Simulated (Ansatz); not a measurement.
**CH₃FOSSi: basis-set convergence**

The task here is to estimate one member of a computed series from the others.

Program: Ansatz 0.2.0, Gaussian basis. Level of theory: one geometry, several basis sets. These are calculated values, not measurements.

The runs, in order: PBE0-D4/def2-SVP; ωB97M-V/def2-SVP; PBE0-D4/def2-QZVPP; ωB97M-V/def2-QZVPP; the functionals' def2-TZVPP values are taken from earlier runs.

### The relaxed structure

All runs share one geometry, relaxed beforehand with PBE0-D4 in a triple-zeta def2 set.

SMILES `O[C@@H]1S[Si@H]1F`, 8 atoms, charge 0, spin multiplicity 1.

Atoms are counted from 1 here; the program's logs count them from 0.

Bond lengths: O1–C2 1.373 Å, O1–H6 0.963 Å, C2–S3 1.937 Å, C2–Si4 1.834 Å, C2–H7 1.089 Å, S3–Si4 2.058 Å, Si4–F5 1.589 Å, Si4–H8 1.471 Å. Angles: C2–O1–H6 109.6°, O1–C2–S3 116.7°, O1–C2–Si4 120.2°, O1–C2–H7 115.2°, S3–C2–Si4 66.1°, S3–C2–H7 107.6°, Si4–C2–H7 120.0°, C2–S3–Si4 54.5°, C2–Si4–S3 59.4°, C2–Si4–F5 119.8°, C2–Si4–H8 121.8°, S3–Si4–F5 119.9°, S3–Si4–H8 121.7°, F5–Si4–H8 107.8°.

The first run:

Input file in.yaml:

```yaml
crystal:
  periodic: [false, false, false]
  atoms:
    - {symbol: O, position_ang: [1.362918, -0.273173, -1.002254]}
    - {symbol: C, position_ang: [0.353080, 0.410723, -0.372659]}
    - {symbol: S, position_ang: [0.480317, 0.570262, 1.554006]}
    - {symbol: Si, position_ang: [-0.951464, -0.502752, 0.536630]}
    - {symbol: F, position_ang: [-2.452995, 0.017018, 0.496604]}
    - {symbol: H, position_ang: [2.140622, 0.290532, -1.070298]}
    - {symbol: H, position_ang: [0.145622, 1.402711, -0.771948]}
    - {symbol: H, position_ang: [-0.985899, -1.972423, 0.574021]}
basis:
  gaussian: {orbitals: def2-SVP}
hamiltonian: {xc: pbe0, dispersion: d4}
output: {orbitals: {seedname: orbitals}}
```

The run is started by

```sh
ansatz run in.yaml --threads 2 --pin off --events-out ev --progress --plain --max-ram 4352MiB
```

Among the steps run: PBE0-D4 in def2-SVP; ωB97M-V in def2-SVP; PBE0-D4 in def2-QZVPP; ωB97M-V in def2-QZVPP.

One table of the session follows, with a row left open; its other results are not shown here.

It belongs to the step «Density functionals: the series». 

| functional | basis | HOMO (eV) | LUMO (eV) |
| --- | --- | --- | --- |
| PBE0-D4 | def2-SVP | -7.44 | 0.24 |
| PBE0-D4 | def2-TZVPP | -7.55 | -0.18 |
| PBE0-D4 | def2-QZVPP | -7.59 | -0.35 |
| ωB97M-V | def2-SVP | -9.58 | 2.36 |
| ωB97M-V | def2-TZVPP | ? | ? |
| ωB97M-V | def2-QZVPP | -9.77 | 1.24 |

**Question.** Estimate the row for ωB97M-V, def2-TZVPP.

The run gave: HOMO (eV): -9.72; LUMO (eV): 1.75. In the column «HOMO (eV)» it lies between ωB97M-V, def2-QZVPP (-9.77) and ωB97M-V, def2-SVP (-9.58).
